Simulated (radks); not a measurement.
# Ionisation of Pt²⁰⁺: one atom, several choices of exchange strength α

How much does the choice of exchange strength α matter for taking an electron from Pt²⁰⁺? Both Pt²⁰⁺ ([Kr] 4d10 4f12) and Pt²¹⁺ ([Kr] 4d10 4f11) are run for each choice.

Method: Dirac Kohn-Sham, spin-unpolarised, spherical densities, point nucleus; open shells fill j = l - 1/2 first. Code: radks (a radial shooting solver on a logarithmic mesh, Libxc functionals) version 1.

### Step 1. What is computed

| Property | Result |
| --- | --- |
| element | platinum (Z = 78) |
| charge | +20 |
| electrons | 58 |
| configuration | [Kr] 4d10 4f12 |
| ion | Pt²¹⁺, [Kr] 4d10 4f11 |
| choices | α = 0.618; α = 0.624; α = 0.667; α = 0.998; α = 1.045 |

### Step 2. α = 0.618: Pt²⁰⁺

The run's settings:

```text
Z 78
configuration [Kr] 4d10 4f12
relativity Dirac
functional xalpha 0.618
spin unpolarised
j_filling energy
nucleus point
c 137.035999084
```

### Step 3. α = 0.618: Pt²¹⁺

Input: that of step 2 with these lines changed.

```diff
@@ -1,3 +1,3 @@
 Z 78
-configuration [Kr] 4d10 4f12
+configuration [Kr] 4d10 4f11
 relativity Dirac
```

### Step 4. α = 0.624: Pt²⁰⁺

The run's settings:

```text
Z 78
configuration [Kr] 4d10 4f12
relativity Dirac
functional xalpha 0.624
spin unpolarised
j_filling energy
nucleus point
c 137.035999084
```

### Step 5. α = 0.624: Pt²¹⁺

Input: that of step 4 with these lines changed.

```diff
@@ -1,3 +1,3 @@
 Z 78
-configuration [Kr] 4d10 4f12
+configuration [Kr] 4d10 4f11
 relativity Dirac
```

### Step 6. α = 0.667: Pt²⁰⁺

The run's settings:

```text
Z 78
configuration [Kr] 4d10 4f12
relativity Dirac
functional xalpha 0.667
spin unpolarised
j_filling energy
nucleus point
c 137.035999084
```

### Step 7. α = 0.667: Pt²¹⁺

Input: that of step 6 with these lines changed.

```diff
@@ -1,3 +1,3 @@
 Z 78
-configuration [Kr] 4d10 4f12
+configuration [Kr] 4d10 4f11
 relativity Dirac
```

### Step 8. α = 0.998: Pt²⁰⁺

The run's settings:

```text
Z 78
configuration [Kr] 4d10 4f12
relativity Dirac
functional xalpha 0.998
spin unpolarised
j_filling energy
nucleus point
c 137.035999084
```

### Step 9. α = 0.998: Pt²¹⁺

Input: that of step 8 with these lines changed.

```diff
@@ -1,3 +1,3 @@
 Z 78
-configuration [Kr] 4d10 4f12
+configuration [Kr] 4d10 4f11
 relativity Dirac
```

### Step 10. α = 1.045: Pt²⁰⁺

The run's settings:

```text
Z 78
configuration [Kr] 4d10 4f12
relativity Dirac
functional xalpha 1.045
spin unpolarised
j_filling energy
nucleus point
c 137.035999084
```

### Step 11. α = 1.045: Pt²¹⁺

Input: that of step 10 with these lines changed.

```diff
@@ -1,3 +1,3 @@
 Z 78
-configuration [Kr] 4d10 4f12
+configuration [Kr] 4d10 4f11
 relativity Dirac
```

Q: Predict the outcome of this session. Wanted: for each run, exchange strength α; E(Pt²⁰⁺); Δ-SCF; −ε(HOMO); <r> HOMO; error.

The runs gave:

| exchange strength α | E(Pt²⁰⁺) (hartree) | Δ-SCF (eV) | −ε(HOMO) (eV) | <r> HOMO (bohr) | error (eV) |
| --- | --- | --- | --- | --- | --- |
| α = 0.618 | -18249.2302 | 557.26 | 535.25 | 0.4710 | +7.26 |
| α = 0.624 | -18252.1170 | 557.77 | 535.76 | 0.4707 | +7.77 |
| α = 0.667 | -18272.8179 | 561.47 | 539.40 | 0.4692 | +11.47 |
| α = 0.998 | -18432.9029 | 590.49 | 567.96 | 0.4581 | +40.49 |
| α = 1.045 | -18455.7396 | 594.69 | 572.09 | 0.4566 | +44.69 |

In words: The NIST Atomic Spectra Database lists 550 +/- 30 eV (theoretical). Nearest is α = 0.618 (+7.26 eV off), farthest α = 1.045 (+44.69 eV). The ionisation energies span 37.44 eV, the total energies of Pt²⁰⁺ 5619 eV: most of the change in the total cancels in the difference. α = 2/3 is LDA exchange; there is no correlation term. The central value is not crossed in this range, but α = 0.618, 0.624, 0.667 lie within its uncertainty. Spin polarisation and multiplet splitting are left out, so open shells lie too high by an amount that depends on their filling.
